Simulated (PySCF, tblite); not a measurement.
# C₂H₇BOS₂Si: dynamics, then NMR shifts on frames, part 2 of 2

tblite 0.8.0 and PySCF 2.14.0. Atoms count from 0.

**5. NMR shieldings: 625 fs, PBE0/pcSseg-1**

The job: settings as JSON, then the geometry in Å.

```
{"job": {"kind": "nmr", "xc": "PBE0", "basis": "pcSseg-1", "pop": false}, "charge": 0, "multiplicity": 1}
Si     3.371100     0.416600    -0.180900
O      1.907400     0.518200     0.472700
B      0.693700    -0.022400     0.605900
S     -0.579500     1.020300     1.463000
C     -2.078800     0.084200     0.872700
C     -1.615200    -1.351200     0.775600
S      0.095700    -1.683300     0.221600
H      3.354100     0.597900    -1.610600
H      3.950100     1.542300     0.470600
H      4.050600    -0.820900     0.200400
H     -2.917100     0.108800     1.627400
H     -2.419700     0.592800    -0.034300
H     -2.305500    -2.069400     0.213500
H     -1.694500    -1.906300     1.719600
```

With the program's defaults for keys left out, this is: GIAO PBE0/pcSseg-1 NMR shielding, non-relativistic, gas phase.

Log:

```text
coarse grid: 13560 points
cycle   1  E = -1265.6768823425  dE =  8.682e-01  |g| = 6.707e-01  |ddm| = 3.520e+00
cycle   2  E = -1265.5416569984  dE =  1.352e-01  |g| = 1.087e+00  |ddm| = 1.356e+00
cycle   3  E = -1265.7582814109  dE = -2.166e-01  |g| = 9.558e-02  |ddm| = 9.250e-01
cycle   4  E = -1265.7602240195  dE = -1.943e-03  |g| = 3.825e-02  |ddm| = 1.386e-01
cycle   5  E = -1265.7605672123  dE = -3.432e-04  |g| = 9.896e-03  |ddm| = 4.584e-02
cycle   6  E = -1265.7605928045  dE = -2.559e-05  |g| = 3.423e-03  |ddm| = 1.518e-02
cycle   7  E = -1265.7605958566  dE = -3.052e-06  |g| = 6.727e-04  |ddm| = 3.894e-03
final grid: 117856 points
cycle   8  E = -1265.8153683754  dE = -2.251e-05  |g| = 9.838e-03  |ddm| = 2.606e-02
cycle   9  E = -1265.8153465627  dE =  2.181e-05  |g| = 1.414e-02  |ddm| = 1.859e-02
cycle  10  E = -1265.8153881722  dE = -4.161e-05  |g| = 1.240e-03  |ddm| = 1.157e-02
cycle  11  E = -1265.8153885347  dE = -3.625e-07  |g| = 2.483e-04  |ddm| = 1.467e-03
cycle  12  E = -1265.8153885487  dE = -1.400e-08  |g| = 8.466e-05  |ddm| = 3.069e-04
cycle  13  E = -1265.8153885506  dE = -1.839e-09  |g| = 1.882e-05  |ddm| = 9.700e-05
cycle  14  E = -1265.8153885506  dE = -6.071e-11  |g| = 6.389e-06  |ddm| = 1.952e-05
converged SCF energy = -1265.8153885506

GIAO shielding tensors (ppm)
atom      isotropic    diamagn.    paramagn.     s11        s22        s33       span
  0 Si     390.840     878.867    -488.028    353.226    354.053    465.241    112.015
  1 O      229.458     393.294    -163.836    108.024    181.527    398.824    290.799
  2 B       52.401     193.966    -141.565     34.421     49.192     73.590     39.169
  3 S      451.216    1057.173    -605.957    383.804    398.472    571.371    187.567
  4 C      145.038     248.932    -103.894    111.935    154.385    168.794     56.859
  5 C      147.247     246.920     -99.674     96.744    163.054    181.942     85.197
  6 S      517.469    1058.097    -540.627    442.211    511.377    598.819    156.609
  7 H       26.898      28.916      -2.018     23.439     25.433     31.822      8.383
  8 H       27.000      28.218      -1.218     22.848     25.614     32.538      9.690
  9 H       26.653      27.992      -1.339     23.167     25.351     31.442      8.275
 10 H       27.785      27.668       0.117     22.890     25.156     35.308     12.418
 11 H       28.068      30.187      -2.119     22.667     26.333     35.203     12.536
 12 H       27.615      27.782      -0.167     21.558     25.739     35.548     13.990
 13 H       27.861      29.579      -1.719     21.737     26.887     34.957     13.220
```

It took 21 s on 1 thread of Arm Neoverse V1, shared host; peak memory 0.84 GiB.

Key values: δ C4 41.9, C5 39.7, Si0 -41.7, O1 106.6, H9 5.06, H7 4.82 ppm.

**6. NMR shieldings: 800 fs, PBE0/pcSseg-1**

The job: settings as JSON, then the geometry in Å.

```
{"job": {"kind": "nmr", "xc": "PBE0", "basis": "pcSseg-1", "pop": false}, "charge": 0, "multiplicity": 1}
Si     3.702900     0.087000    -0.125700
O      2.130700     0.032500     0.494900
B      0.807700    -0.105400     0.712800
S     -0.354000     1.145500     1.509100
C     -1.921500     0.171200     1.222900
C     -1.613300    -1.313000     1.241700
S     -0.045700    -1.646900     0.450400
H      3.840200     1.138700    -1.028900
H      4.586200     0.252600     1.204400
H      3.908200    -1.198400    -0.696300
H     -2.662600     0.285100     1.959500
H     -2.257000     0.312000     0.186600
H     -2.393500    -1.809700     0.676400
H     -1.577000    -1.726400     2.250800
```

Method: GIAO PBE0/pcSseg-1 NMR shielding, non-relativistic, gas phase.

Log:

```text
coarse grid: 13560 points
cycle   1  E = -1265.6745253205  dE =  8.397e-01  |g| = 6.708e-01  |ddm| = 3.520e+00
cycle   2  E = -1265.5293998844  dE =  1.451e-01  |g| = 1.113e+00  |ddm| = 1.346e+00
cycle   3  E = -1265.7564023572  dE = -2.270e-01  |g| = 1.066e-01  |ddm| = 9.240e-01
cycle   4  E = -1265.7589016095  dE = -2.499e-03  |g| = 3.772e-02  |ddm| = 1.482e-01
cycle   5  E = -1265.7592199612  dE = -3.184e-04  |g| = 1.187e-02  |ddm| = 4.670e-02
cycle   6  E = -1265.7592584259  dE = -3.846e-05  |g| = 3.455e-03  |ddm| = 1.737e-02
cycle   7  E = -1265.7592614344  dE = -3.008e-06  |g| = 6.644e-04  |ddm| = 3.779e-03
final grid: 117856 points
cycle   8  E = -1265.8129099125  dE = -2.657e-05  |g| = 9.516e-03  |ddm| = 2.673e-02
cycle   9  E = -1265.8128910741  dE =  1.884e-05  |g| = 1.339e-02  |ddm| = 1.756e-02
cycle  10  E = -1265.8129285283  dE = -3.745e-05  |g| = 1.371e-03  |ddm| = 1.110e-02
cycle  11  E = -1265.8129289460  dE = -4.177e-07  |g| = 2.897e-04  |ddm| = 1.529e-03
cycle  12  E = -1265.8129289650  dE = -1.898e-08  |g| = 7.930e-05  |ddm| = 3.289e-04
cycle  13  E = -1265.8129289664  dE = -1.442e-09  |g| = 2.118e-05  |ddm| = 8.747e-05
cycle  14  E = -1265.8129289665  dE = -9.868e-11  |g| = 6.556e-06  |ddm| = 2.352e-05
converged SCF energy = -1265.8129289665

GIAO shielding tensors (ppm)
atom      isotropic    diamagn.    paramagn.     s11        s22        s33       span
  0 Si     376.513     878.012    -501.499    335.859    349.864    443.816    107.957
  1 O      234.583     395.963    -161.380    109.976    182.180    411.593    301.617
  2 B       54.078     195.579    -141.501     35.799     52.670     73.764     37.965
  3 S      473.030    1057.044    -584.014    396.380    447.098    575.613    179.233
  4 C      141.450     252.325    -110.875     93.893    158.480    171.975     78.082
  5 C      146.734     254.216    -107.482    109.572    163.790    166.838     57.266
  6 S      499.429    1059.190    -559.761    401.375    468.486    628.425    227.050
  7 H       27.125      29.395      -2.271     23.525     25.605     32.245      8.720
  8 H       24.827      25.132      -0.305     21.624     23.593     29.264      7.640
  9 H       26.677      28.904      -2.227     22.800     25.805     31.426      8.626
 10 H       29.045      30.809      -1.764     23.038     27.475     36.622     13.584
 11 H       28.015      31.649      -3.634     22.322     27.107     34.616     12.294
 12 H       28.839      31.252      -2.413     23.397     26.883     36.238     12.841
 13 H       28.542      30.667      -2.125     22.725     27.214     35.687     12.962
```

It took 20 s on 1 thread of Arm Neoverse V1, shared host; peak memory 0.84 GiB.

This run: δ C4 45.5, C5 40.2, Si0 -27.4, O1 101.5, H8 6.89, H9 5.04 ppm.

**7. Shielding tensors: 1000 fs, PBE0/pcSseg-1**

The job: settings as JSON, then the geometry in Å.

```
{"job": {"kind": "nmr", "xc": "PBE0", "basis": "pcSseg-1", "pop": false}, "charge": 0, "multiplicity": 1}
Si     3.577300     0.478300     0.473700
O      2.033400    -0.109000     0.436400
B      0.797000    -0.334000     0.670200
S     -0.270600     0.989300     1.446800
C     -1.866600     0.124800     1.291200
C     -1.589400    -1.335500     1.289200
S     -0.146800    -1.791100     0.276200
H      3.758000     0.736700     1.902300
H      4.406200    -0.718700     0.080900
H      3.563200     1.710100    -0.328900
H     -2.513300     0.353700     2.091700
H     -2.201400     0.535500     0.285900
H     -2.442000    -1.743900     0.719200
H     -1.378500    -1.760400     2.236800
```

Method: GIAO PBE0/pcSseg-1 NMR shielding, non-relativistic, gas phase.

Log:

```text
coarse grid: 13560 points
cycle   1  E = -1265.6730359490  dE =  1.002e+00  |g| = 6.860e-01  |ddm| = 3.536e+00
cycle   2  E = -1265.5490851831  dE =  1.240e-01  |g| = 1.074e+00  |ddm| = 1.376e+00
cycle   3  E = -1265.7579512057  dE = -2.089e-01  |g| = 1.041e-01  |ddm| = 9.214e-01
cycle   4  E = -1265.7603472851  dE = -2.396e-03  |g| = 3.569e-02  |ddm| = 1.454e-01
cycle   5  E = -1265.7606284559  dE = -2.812e-04  |g| = 1.085e-02  |ddm| = 4.462e-02
cycle   6  E = -1265.7606594948  dE = -3.104e-05  |g| = 3.398e-03  |ddm| = 1.620e-02
cycle   7  E = -1265.7606623347  dE = -2.840e-06  |g| = 6.335e-04  |ddm| = 3.618e-03
final grid: 117856 points
cycle   8  E = -1265.8159259017  dE = -2.983e-05  |g| = 1.046e-02  |ddm| = 2.796e-02
cycle   9  E = -1265.8159035747  dE =  2.233e-05  |g| = 1.477e-02  |ddm| = 1.930e-02
cycle  10  E = -1265.8159478114  dE = -4.424e-05  |g| = 1.321e-03  |ddm| = 1.212e-02
cycle  11  E = -1265.8159482241  dE = -4.127e-07  |g| = 2.984e-04  |ddm| = 1.653e-03
cycle  12  E = -1265.8159482442  dE = -2.010e-08  |g| = 9.297e-05  |ddm| = 3.530e-04
cycle  13  E = -1265.8159482464  dE = -2.165e-09  |g| = 2.174e-05  |ddm| = 1.058e-04
cycle  14  E = -1265.8159482465  dE = -8.822e-11  |g| = 6.874e-06  |ddm| = 2.181e-05
converged SCF energy = -1265.8159482465

GIAO shielding tensors (ppm)
atom      isotropic    diamagn.    paramagn.     s11        s22        s33       span
  0 Si     385.623     878.899    -493.276    350.907    362.666    443.296     92.389
  1 O      227.111     394.176    -167.065     95.006    185.048    401.280    306.274
  2 B       58.020     197.465    -139.444     43.805     56.290     73.966     30.162
  3 S      472.787    1059.457    -586.670    400.705    431.434    586.221    185.517
  4 C      150.117     255.319    -105.202    115.677    161.823    172.851     57.174
  5 C      146.759     254.056    -107.297     94.555    166.673    179.050     84.495
  6 S      535.692    1059.170    -523.479    462.267    524.992    619.816    157.549
  7 H       26.389      28.122      -1.734     22.683     25.624     30.860      8.177
  8 H       25.678      26.983      -1.305     22.047     24.485     30.502      8.455
  9 H       26.150      28.495      -2.345     22.620     24.908     30.922      8.301
 10 H       29.442      31.319      -1.877     24.032     27.410     36.884     12.851
 11 H       26.865      30.901      -4.036     20.521     25.740     34.333     13.812
 12 H       27.605      29.890      -2.285     21.226     26.239     35.350     14.124
 13 H       28.695      31.273      -2.578     22.126     27.975     35.985     13.860
```

It took 21 s on 1 thread of Arm Neoverse V1, shared host; peak memory 0.84 GiB.

In short: δ C5 40.2, C4 36.8, Si0 -36.5, O1 109.0, H8 6.04, H9 5.57 ppm.

**8. Run by run: NMR shifts**

Shifts (ppm) of some atoms, chosen among heavy atoms and hydrogens apart, with basis size and wall time:

```csv
frame,C5,H8,H12,Si0,O1,S3,S6,functions,time
250 fs,49.4,5.27,4.97,-26.9,116.1,25,-11,175,21 s
425 fs,38.6,4.94,4.36,-37.5,122.0,40,0,175,21 s
625 fs,39.7,4.72,4.10,-41.7,106.6,53,-14,175,21 s
800 fs,40.2,6.89,2.88,-27.4,101.5,31,4,175,20 s
1000 fs,40.2,6.04,4.11,-36.5,109.0,31,-32,175,21 s
```

**9. What came out**

What follows sums up all 2 parts.

```
                                           quantity                                         value
                                         thermostat                                         300 K
                      mean temperature, second half                                         343 K
            mean potential energy above the minimum                                       0.53 eV
     ¹³C shifts against TMS (PBE0/pcSseg-1, 250 fs)                                49.4, 37.9 ppm
      ¹H shifts against TMS (PBE0/pcSseg-1, 250 fs)  5.66, 5.27, 5.16, 4.97, 3.95, 3.57, 2.42 ppm
    ²⁹Si shifts against TMS (PBE0/pcSseg-1, 250 fs)                                     -26.9 ppm
     ¹⁷O shifts against H2O (PBE0/pcSseg-1, 250 fs)                                     116.1 ppm
¹¹B shifts against BF3·OEt2 (PBE0/pcSseg-1, 250 fs)                                      47.1 ppm
     ³³S shifts against CS2 (PBE0/pcSseg-1, 250 fs)                                   25, -11 ppm
                           range of the shift of S6                                  -32 to 4 ppm
```

What this shows: In the second half the potential energy averages 0.53 eV above the minimum; equipartition over 36 harmonic modes at 300 K would give 0.47 eV. With 14 atoms the temperature swings widely (167 to 460 K). Shifts at one fixed geometry are not the observed spectrum, which averages over the motion. In the first frame run (250 fs): The largest span, 324 ppm, is at O1, where the paramagnetic term is -176 ppm. In ppm, S6 moves most: its shift spreads over 36 ppm, from -32 (1000 fs) to 4 (800 fs).
